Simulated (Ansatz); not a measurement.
This script drives Ansatz 0.2.0 through its Python package.

Script `la3ag_ase_relax.py`:
```python
"""ASE drives the relaxation of La3Ag."""

import warnings

import ansatz as az
from ase import Atoms
from ase.calculators.calculator import Calculator, all_changes
from ase.optimize import BFGSLineSearch
import numpy as np


class AnsatzEngine(Calculator):
    implemented_properties = ["energy", "free_energy", "forces"]

    def calculate(self, atoms=None, properties=("energy",), system_changes=all_changes):
        super().calculate(atoms, properties, system_changes)
        bare = self.atoms.copy()
        bare.set_constraint()
        bare.set_momenta(None)
        job = (
            az.Crystal.from_ase(bare).calculation()
            .occupations(az.OccupationsMethod.FERMI_DIRAC, width=0.1)
            .kpoints(4, 4, 4)
            .functional("pbesol")
            .forces()
        )
        report = job.run(threads=1, backend="cpu").report
        self.results["free_energy"] = report["lagrangian_ev"]
        self.results["energy"] = report.get("lagrangian_sigma0_ev", report["lagrangian_ev"])
        self.results["forces"] = np.array(report["forces_ev_ang"])


def main() -> None:
    warnings.simplefilter("ignore")
    atoms = Atoms(
        ["La", "La", "La", "Ag"],
        cell=[(5.0195, 0.0, 0.0), (0.0, 5.0195, 0.0), (0.0, 0.0, 5.0195)],
        scaled_positions=[
            (0.0, 0.5, 0.5),
            (0.5, 0.0, 0.5),
            (0.5, 0.5, 0.0),
            (0.0, 0.0, 0.0),
        ],
        pbc=True,
    )
    atoms.rattle(0.1, seed=76)
    atoms.calc = AnsatzEngine()
    before = atoms.get_potential_energy(), atoms.get_volume()
    optimiser = BFGSLineSearch(atoms, logfile=None)


    def tell():
        fmax = np.linalg.norm(atoms.get_forces(), axis=1).max()
        print(f"step {optimiser.nsteps:2d}  E = {atoms.get_potential_energy():.5f} eV  fmax = {fmax:.4f}  V = {atoms.get_volume():.3f} A^3")


    optimiser.attach(tell)
    met = optimiser.run(fmax=0.03, steps=15)
    print("threshold met:", bool(met), " energy gained:", round(before[0] - atoms.get_potential_energy(), 5), "eV")
    print("cell lengths and angles:", np.round(atoms.cell.cellpar(), 3))
    print(np.round(atoms.get_scaled_positions(), 4))


if __name__ == "__main__":
    main()
```

It is started by `python la3ag_ase_relax.py`. Estimate its wall time and peak memory on 1 thread of Arm Neoverse V1, with other jobs on the host.

It took about 3.2 min, with a peak of 0.52 GiB, for 14 runs of the engine.

Output of `python la3ag_ase_relax.py`:
```text
step  0  E = -26006.00435 eV  fmax = 0.3481  V = 126.468 A^3
step  1  E = -26006.04724 eV  fmax = 0.0921  V = 126.468 A^3
step  2  E = -26006.05471 eV  fmax = 0.1008  V = 126.468 A^3
step  3  E = -26006.06404 eV  fmax = 0.1074  V = 126.468 A^3
step  4  E = -26006.06783 eV  fmax = 0.0775  V = 126.468 A^3
step  5  E = -26006.07462 eV  fmax = 0.0890  V = 126.468 A^3
step  6  E = -26006.07645 eV  fmax = 0.0421  V = 126.468 A^3
step  7  E = -26006.07720 eV  fmax = 0.0203  V = 126.468 A^3
threshold met: True  energy gained: 0.07284 eV
cell lengths and angles: [ 5.02  5.02  5.02 90.   90.   90.  ]
[[9.100e-03 4.705e-01 4.511e-01]
 [4.942e-01 2.000e-04 5.222e-01]
 [5.215e-01 5.309e-01 9.861e-01]
 [8.000e-03 9.998e-01 9.851e-01]]
```

Caveats:
- Absolute energies stand on the zero of these potentials, so only differences at equal settings mean something. A total without «per atom» is that of the whole cell that was run.
- The mesh is modest for a metal, so energies can be off by several to tens of meV an atom and pressures by half a GPa or more; differences at equal mesh fare better.
- This cell is a computed structure, which may not be the phase found in nature.
